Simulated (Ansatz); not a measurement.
# C₂H₆Sb radical: a ladder of functionals and wavefunction methods

An exercise on one series of results from a longer session: the logs are not shown, and one member is left open.

Computed with Ansatz 0.2.0, Gaussian basis. Level: functionals in def2-TZVPP, the program's frozen cores in correlated methods.

Plan: LDA (SPW92), PBE-D4, revPBE-D4, BLYP-D4, r2SCAN-D4, B97M-V, PBE0-D4, B3LYP-D4, r2SCANh-D4, r2SCAN0-D4, HSE06-D4, BHLYP-D4, CAM-B3LYP-D4, LC-ωPBE, ωB97X-V, ωB97M-V, B2PLYP, PBE-QIDH; CCSD(T)/def2-SVP; CCSD(T)/def2-TZVPP; MP2/def2-QZVPP; extrapolation to the limit; RPA on PBE.

### Structure used throughout

An earlier PBE0-D4 in a triple-zeta def2 set relaxation fixed the geometry. Sb takes the def2 core potential; no spin-orbit term is included.

9 atoms, charge 0, spin multiplicity 2.

Atoms are counted from 1 here; the program's logs count them from 0.

Bond lengths: C1–Sb2 2.098 Å, C1–H4 1.085 Å, C1–H5 1.084 Å, Sb2–C3 2.161 Å, Sb2–H6 1.714 Å, C3–H7 1.088 Å, C3–H8 1.090 Å, C3–H9 1.090 Å. Angles: Sb2–C1–H4 120.6°, Sb2–C1–H5 121.5°, H4–C1–H5 116.3°, C1–Sb2–C3 96.4°, C1–Sb2–H6 94.5°, C3–Sb2–H6 95.3°, Sb2–C3–H7 110.3°, Sb2–C3–H8 108.5°, Sb2–C3–H9 109.1°, H7–C3–H8 109.8°, H7–C3–H9 110.1°, H8–C3–H9 108.9°.

Set-up of the first run:

Contents of in.yaml:

```yaml
crystal:
  periodic: [false, false, false]
  atoms:
    - {symbol: C, position_ang: [-0.576847, 0.668911, -1.516534]}
    - {symbol: Sb, position_ang: [0.754884, 1.000156, 0.069801]}
    - {symbol: C, position_ang: [0.524904, -0.942157, 0.987769]}
    - {symbol: H, position_ang: [-0.468778, -0.202107, -2.154905]}
    - {symbol: H, position_ang: [-1.233782, 1.452176, -1.878489]}
    - {symbol: H, position_ang: [-0.405241, 1.782768, 1.059804]}
    - {symbol: H, position_ang: [-0.529748, -1.191299, 1.086544]}
    - {symbol: H, position_ang: [1.022524, -1.682034, 0.360440]}
    - {symbol: H, position_ang: [1.000484, -0.932511, 1.968571]}
basis:
  gaussian: {orbitals: def2-TZVPP}
magnetization: {spin_polarized: true, initial_magnetization: 1}
hamiltonian: {xc: lda}
output: {orbitals: {seedname: orbitals}}
```

On the command line:

```bash
$ ansatz run in.yaml --threads 4 --pin off --events-out ev --progress --plain --max-ram 10444MiB
```

Among the steps run: LDA; PBE-D4 (GGA); revPBE-D4 (GGA); BLYP-D4 (GGA); r2SCAN-D4 (meta-GGA); B97M-V (meta-GGA); PBE0-D4 (hybrid); B3LYP-D4 (hybrid); r2SCANh-D4 (hybrid); r2SCAN0-D4 (hybrid); HSE06-D4 (hybrid); BHLYP-D4 (hybrid); CAM-B3LYP-D4 (range-separated); LC-ωPBE (range-separated); ωB97X-V (range-separated); ωB97M-V (range-separated); B2PLYP (double hybrid); PBE-QIDH (double hybrid).

One table of the session follows, with a row left open; its other results are not shown here.

It belongs to the step «Orbital energies across the functionals». 

| functional | HOMO (eV) | LUMO (eV) | gap (eV) |
| --- | --- | --- | --- |
| LDA (SPW92) | ? | ? | ? |
| PBE-D4 | -4.75 | -2.99 | 1.75 |
| revPBE-D4 | -4.71 | -2.85 | 1.86 |
| BLYP-D4 | -4.56 | -2.97 | 1.58 |
| r2SCAN-D4 | -5.13 | -2.39 | 2.75 |
| B97M-V | -4.97 | -2.73 | 2.24 |
| PBE0-D4 | -5.93 | -1.84 | 4.09 |
| B3LYP-D4 | -5.67 | -2.25 | 3.42 |
| r2SCANh-D4 | -5.56 | -2.00 | 3.56 |
| r2SCAN0-D4 | -6.19 | -1.44 | 4.75 |
| HSE06-D4 | -5.54 | -2.23 | 3.30 |
| BHLYP-D4 | -6.90 | -0.80 | 6.10 |
| CAM-B3LYP-D4 | -7.17 | -0.87 | 6.30 |
| LC-ωPBE | -8.50 | 0.55 | 9.06 |
| ωB97X-V | -8.06 | 0.07 | 8.13 |
| ωB97M-V | -7.90 | -0.09 | 7.82 |

**Question.** Estimate the row for LDA (SPW92).

As computed: HOMO (eV): -4.74; LUMO (eV): -3.50; gap (eV): 1.24. In the column «HOMO (eV)» it lies between PBE-D4 (-4.75) and revPBE-D4 (-4.71).
